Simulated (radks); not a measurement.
# Ca¹⁹⁺ in 1s1: an all-electron calculation

The task here is to estimate one member of a computed series from the others.

Program: radks (a radial shooting solver on a logarithmic mesh, Libxc functionals) version 1. Level of theory: Dirac Kohn-Sham, PBEsol, spin-unpolarised, spherical densities, point nucleus. These are calculated values, not measurements, unless marked.

### Starting point

* element: calcium (Z = 20)
* charge: +19
* electrons: 1
* configuration: 1s1

The outer shells:

Ca¹⁹⁺
```
1s [↑ ]
```

The first run:

Settings of this run:

```text
Z 20
configuration 1s1 2s0 2p0
relativity Dirac
functional pbe_sol,pbe_sol
spin unpolarised
j_filling average
nucleus point
c 137.035999084
```

On the command line:

```bash
$ python run_ks.py task.json out
```

All runs below come from this command, one after another.

One of the session's tables, all rows but one given; the rest of the session is left out.

It belongs to the step «Shells». Radial density 4πr²ρ:

```
r (bohr)  4πr²ρ (e/bohr)
 0.00303          0.2761
 0.00404          0.4688
 0.00535               ?
 0.00713           1.274
 0.00951           2.048
  0.0127           3.189
  0.0168           4.709
  0.0224           6.654
  0.0299           8.724
  0.0398           10.36
  0.0527           10.78
  0.0703           9.451
  0.0938           6.565
   0.125           3.346
   0.167           1.129
   0.221          0.2323
   0.294         0.02224
```

Q: Estimate the row for r (bohr) = 0.00535 from the others.

Worked estimate for «4πr²ρ (e/bohr)». A straight line through the neighbours (0.00404, 0.4688) and (0.00713, 1.274) gives 0.4688 + (1.274 − 0.4688) × (0.00535 − 0.00404) / (0.00713 − 0.00404) = 0.8102; a parabola fitted to 4 rows on both sides gives 0.7825.

As computed: 4πr²ρ (e/bohr): 0.7742. In «4πr²ρ (e/bohr)» the line misses by +0.0360 and the parabola by +0.0083.

Limits of these values: Spin polarisation and multiplet splitting are left out.
